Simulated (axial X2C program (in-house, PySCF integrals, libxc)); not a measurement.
**PbY: properties at the nuclei**

Aim: properties at the nuclei of PbY, with spin–orbit coupling in the Hamiltonian from the start.

Program: an in-house X2C program for linear molecules on PySCF integrals. Level of theory: two-component X2C with atomic mean-field terms, Pb dyall-cv3z, Y dyall-cv3z. These are calculated values, not measurements.

### Step 1. Set-up

task.json

```json
{"zs": [82, 39], "q": 0, "bas": ["dyall-cv3z", "dyall-cv3z"], "r0": 3.07, "levels": ["PBE0", "HF", "B3LYP", "TPSSh", "PBE"], "nst": 2}
```

Keys: zs atomic numbers; q charge; bas basis sets; r0 starting distance in Å; levels methods (HF also brings MP2); nst determinants followed.

Started as:

```
> python soeom.py task.json out
```

Nuclei are Gaussian, cores are contracted, and the Gaunt term is on.

### Step 2. Expectation values, lowest determinant

R = 2.909 Å. State: Ω = 3/2 (excess of +ω over −ω: ω = 3/2).

Output of the PBE0 run:

```text
two-component X2C + atomic mean field  PBE0
basis functions 323  fitting functions 1595  grid points 5806
iter        total energy     max residual
   1     -24275.475913816     3.30e-06
   2     -24275.475913819     3.76e-06
   3     -24275.475913820     2.01e-06
converged
one-electron -34394.27087958  Coulomb 10063.77807112  exact exchange -124.34864277  xc functional -380.72995864  nuclear repulsion 581.74930235  atomic mean-field constant -21.65380629
```

The highest occupied spinor is 39% Y s, 30% Y d, 19% Pb p.

| level | Eeff magnitude (GV/cm) | Ws magnitude Pb (kHz) | A∥/gI Pb (MHz) | qzz Pb (a.u.) | A∥/gI Y (MHz) | qzz Y (a.u.) | μ (D) |
| --- | --- | --- | --- | --- | --- | --- | --- |
| PBE0 | 15.7 | 14.1 | -477 | -4.30 | 141 | -1.02 | 2.35 |
| HF | 67.1 | 54.1 | -2290 | -3.84 | 70.5 | -1.93 | 1.05 |
| B3LYP | 4.09 | 4.39 | 93 | -1.59 | 116 | -0.97 | 2.43 |
| TPSSh | 4.9 | 5.26 | -12.9 | -3.18 | 208 | -0.94 | 2.61 |
| PBE | 4.2 | 4.59 | 127 | -2.48 | 157 | -1.01 | 2.47 |

Eeff is the effective electric field on the electron dipole moment in this Ω state and Ws the scalar–pseudoscalar constant (defined with the proton number Z and per Ω); A∥ is the parallel hyperfine constant, which follows by multiplying with the nuclear g factor gI = μI/(I μN); qzz is the electric field gradient, eQq0 = 234.96 MHz × Q/barn × qzz; μ is positive if Y is the positive end. The operators were transformed with the bare-nucleus X2C matrices.

### Step 3. Expectation values, a higher determinant

R = 2.909 Å. State: Ω = 1/2 (excess of +ω over −ω: ω = 1/2), 0.54 eV above the lowest in the PBE0 search for states (made at or near this distance, with looser thresholds).

Output of the PBE0 run:

```text
two-component X2C + atomic mean field  PBE0
basis functions 323  fitting functions 1595  grid points 5806
iter        total energy     max residual
   1     -24275.456161541     3.01e-05
   2     -24275.456161611     2.37e-05
   3     -24275.456161635     2.16e-05
   4     -24275.456161679     1.60e-05
   5     -24275.456161724     4.75e-06
   6     -24275.456161728     1.81e-06
   7     -24275.456161728     7.23e-07
converged
one-electron -34395.67899411  Coulomb 10065.24517971  exact exchange -124.35938181  xc functional -380.75846157  nuclear repulsion 581.74930235  atomic mean-field constant -21.65380629
```

The highest occupied spinor is 83% Y d, 14% Pb p.

| level | Eeff magnitude (GV/cm) | Ws magnitude Pb (kHz) | A∥/gI Pb (MHz) | qzz Pb (a.u.) | A∥/gI Y (MHz) | qzz Y (a.u.) | μ (D) |
| --- | --- | --- | --- | --- | --- | --- | --- |
| PBE0 | 47.1 | 112 | 4440 | -1.80 | 1980 | -1.02 | 3.49 |
| HF | 84.1 | 199 | 7030 | -2.07 | 2120 | -1.47 | 2.38 |
| B3LYP | 40 | 95.3 | 3990 | -1.28 | 1790 | -0.98 | 3.70 |
| TPSSh | 42.2 | 99.9 | 4180 | -1.48 | 1760 | -0.97 | 3.40 |
| PBE | 34.5 | 82.6 | 3850 | -1.16 | 1590 | -0.98 | 3.48 |

### Step 4. What came out

| quantity | value |
| --- | --- |
| lowest determinant | Ω = 3/2 (excess of +ω over −ω: ω = 3/2) |
| Eeff magnitude (GV/cm), PBE0 | 15.7 |
| Ws magnitude Pb (kHz), PBE0 | 14.1 |
| A∥/gI Pb (MHz), PBE0 | -477 |
| qzz Pb (a.u.), PBE0 | -4.30 |
| higher determinant | Ω = 1/2 (excess of +ω over −ω: ω = 1/2) |
| Eeff magnitude (GV/cm), PBE0, higher determinant | 47.1 |
| Ws magnitude Pb (kHz), PBE0, higher determinant | 112 |
| A∥/gI Pb (MHz), PBE0, higher determinant | 4440 |
| qzz Pb (a.u.), PBE0, higher determinant | -1.80 |

In the first state, the effective field runs from 4.09 to 67.1 GV/cm over the mean-field levels, so the levels don't agree on it. The expectation values come from single determinants, which for open shells can mix terms of unlike spin or miss the lowest Ω, so a determinant need not be a state. Eeff is the effective electric field on the electron dipole moment in this Ω state and Ws the scalar–pseudoscalar constant (defined with the proton number Z and per Ω); A∥ is the parallel hyperfine constant, which follows by multiplying with the nuclear g factor gI = μI/(I μN); qzz is the electric field gradient, eQq0 = 234.96 MHz × Q/barn × qzz; μ is positive if Y is the positive end. The operators were transformed with the bare-nucleus X2C matrices.
